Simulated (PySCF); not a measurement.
# InH₂⁻: singlet, from a bent start

Where does singlet InH₂⁻ go from a bent start, is the end point a minimum, and what are its modes, charges and moments?

The runs use PySCF 2.14.0; PBE0, basis In def2-TZVPD with ECP28, H def2-TZVPD, scalar-relativistic core potentials, no spin–orbit coupling, density fitting.

## Step 1: The starting structure

3 atoms, charge -1, spin multiplicity 1.

Bond lengths: In1–H2 1.740 Å, In1–H3 1.740 Å. Angles: H2–In1–H3 110.0°.

```xyz
3
charge -1 multiplicity 1
In    0.0000    0.0000    0.0000
H     1.4253    0.0000    0.9980
H    -1.4253    0.0000    0.9980
```

## Step 2: Finding the electronic state

The steps below are one call of a driver around PySCF. For each, scf.py gives the equivalent set-up of the SCF; relaxations use the driver's own optimiser. After this first run the driver tries any further starts and a stability analysis.

Contents of scf.py:

```python
from pyscf import gto, scf, dft
mol = gto.M(atom='''
In     0.000000     0.000000     0.000000
H      1.425300     0.000000     0.998000
H     -1.425300     0.000000     0.998000''',
    basis={'In': 'def2-TZVPD', 'H': 'def2-TZVPD'},
    ecp={'In': 'def2-TZVPD'},
    charge=-1, spin=0)
mf = dft.RKS(mol, xc='PBE0')
mf.grids.atom_grid = (50, 194)
aux = {'In': 'def2-universal-JKFIT', 'H': 'def2-universal-JKFIT'}
mf = mf.density_fit(auxbasis=aux)
mf.conv_tol = 1e-08
mf.diis_space = 10
mf.max_cycle = 60
mf.init_guess = 'minao'
mf.verbose = 4
mf.kernel()
```

Command:

```console
> OMP_NUM_THREADS=2 python axn.py task.json out
```

Further steps of the session: Relaxation: bent start, singlet; Frequencies.

Before running it: what results should come out? Wanted: minimum; geometry; wavenumbers; dipole moment; highest occupied, lowest empty level; polar-tensor charge of In1; zero-point energy.

**Answer**, as computed:

```
                            quantity                            value
                             minimum                     singlet, C2v
                            geometry  In–H 1.886 Å (×2); H–In–H 92.7°
                  wavenumbers (cm⁻¹)   671 (a1), 1272 (a1), 1277 (b2)
      dipole moment (centre of mass)                           1.30 D
highest occupied, lowest empty level                    0.15, 2.99 eV
          polar-tensor charge of In1                          +0.08 e
                   zero-point energy                      19.3 kJ/mol
                 entropy at 298.15 K                  231.4 J/(mol K)
```

What this shows: The bent start keeps its C2v symmetry and ends in a minimum. The strongest infrared band lies at 1272 cm⁻¹ (a1, stretch). Only this shape and spin were tried, so other structures or states may lie lower. The highest occupied level lies above zero: either self-interaction error lifts it or the extra electron is not bound, and the basis holds it in place.
